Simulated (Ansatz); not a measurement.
# C2H6BClO: the cost of one run

All numbers below are computed with Ansatz 0.2.0 (RKS CAM-B3LYP/6-31G).

### Step 1. The system as given

Bond lengths: B1–C2 1.619 Å, C2–Cl3 1.795 Å, C2–O4 1.417 Å, O4–C5 1.438 Å, B1–H6 1.109 Å, B1–H7 1.229 Å, C2–H8 1.084 Å, C5–H9 1.111 Å, C5–H10 1.151 Å, C5–H11 1.103 Å. Angles (14 of 16 angles, heavy atoms first): B1–C2–Cl3 109.6°, B1–C2–O4 105.1°, Cl3–C2–O4 108.7°, C2–O4–C5 108.5°, B1–C2–H8 109.1°, Cl3–C2–H8 106.4°, O4–C2–H8 117.9°, C2–B1–H6 124.1°, C2–B1–H7 116.7°, O4–C5–H9 115.6°, O4–C5–H10 110.1°, O4–C5–H11 110.2°, H6–B1–H7 119.1°, H9–C5–H10 106.5°.

As a file:

```xyz
11

B     1.1147    1.2771   -0.0647
C    -0.1878    0.5136   -0.6491
Cl   -0.4104    0.9413   -2.3784
O     0.1221   -0.8657   -0.5580
C    -0.5303   -1.4035    0.6049
H     1.9895    0.7620    0.3829
H     1.0923    2.5055   -0.0886
H    -1.0701    0.8701   -0.1296
H    -1.6379   -1.3182    0.6174
H    -0.1501   -0.8723    1.5522
H    -0.2667   -2.4669    0.7316
```

### Step 2. End point A

input.yaml reads:

```yaml
crystal:
  periodic: [false, false, false]
  atoms:
    - { symbol: B, position_ang: [1.1147, 1.2771, -0.0647] }
    - { symbol: C, position_ang: [-0.1878, 0.5136, -0.6491] }
    - { symbol: Cl, position_ang: [-0.4104, 0.9413, -2.3784] }
    - { symbol: O, position_ang: [0.1221, -0.8657, -0.558] }
    - { symbol: C, position_ang: [-0.5303, -1.4035, 0.6049] }
    - { symbol: H, position_ang: [1.9895, 0.762, 0.3829] }
    - { symbol: H, position_ang: [1.0923, 2.5055, -0.0886] }
    - { symbol: H, position_ang: [-1.0701, 0.8701, -0.1296] }
    - { symbol: H, position_ang: [-1.6379, -1.3182, 0.6174] }
    - { symbol: H, position_ang: [-0.1501, -0.8723, 1.5522] }
    - { symbol: H, position_ang: [-0.2667, -2.4669, 0.7316] }
basis:
  gaussian: { orbitals: "6-31G" }
hamiltonian:
  xc: cam_b3lyp
relax:
  f_tol: 0.015
  max_steps: 40
```

Launch:

```bash
> ansatz run input.yaml --threads 1 --pin off --max-ram 2048MiB --backend cpu --events-out ev --progress --plain --runs-dir out
```

**Question.** How long does this run take on 1 thread of Arm Neoverse V1, shared host, and how much memory does it need?

About 1.8 min, with a peak of 0.17 GiB.
